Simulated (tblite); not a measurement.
# C5H6F3O2P: the cost of one run

Computed with tblite 0.8.0 and PySCF 2.14.0, with density-fitted response routines of our own, on a single molecule in the gas phase. Atoms are numbered from 0 throughout.

### Step 1. Starting geometry

17 atoms, charge 0, multiplicity 1; geometry from: force field or distance geometry start.

Bonds of the start (Å): C0–C1 1.34, C1–C2 1.50, C2–P3 1.81, P3–O4 1.51, P3–O5 1.69, P3–C6 1.78, C6–F7 1.36, C6–C8 1.32, C8–F9 1.37, C8–F10 1.37, C0–H11 1.09, C0–H12 1.08, C1–H13 1.09, C2–H14 1.11, C2–H15 1.10, O5–H16 0.96.

### Step 2. Geometry optimisation with GFN2-xTB

Job settings and geometry (Å):

```
{"job": {"kind": "relax", "xc": "GFN2-xTB", "basis": "xTB"}, "charge": 0, "multiplicity": 1}
C     -3.032900     0.244800     0.292500
C     -1.795400     0.752900     0.222300
C     -0.791200     0.073200    -0.652900
P      0.608900    -0.501100     0.333400
O      0.539000     0.027300     1.744700
O      0.520400    -2.185500     0.406100
C      2.072000     0.068900    -0.504100
F      2.117400    -0.074900    -1.858000
C      3.107500     0.613500     0.116600
F      4.192500     1.033900    -0.608100
F      3.109700     0.783100     1.472500
H     -3.266900    -0.631800    -0.313200
H     -3.784500     0.700900     0.927300
H     -1.512000     1.619900     0.815300
H     -0.487000     0.813800    -1.420600
H     -1.258600    -0.803200    -1.135300
H     -0.346100    -2.523800     0.151600
```

Launch:

```console
OMP_NUM_THREADS=1 python probes_run.py task.json out
```

One launch serves the whole session: the jobs run in the order shown.

Q: Estimate the wall time and peak memory of this first job on 1 thread of Arm Neoverse V2, shared host.

About 1.3 s, with a peak of 0.18 GiB.
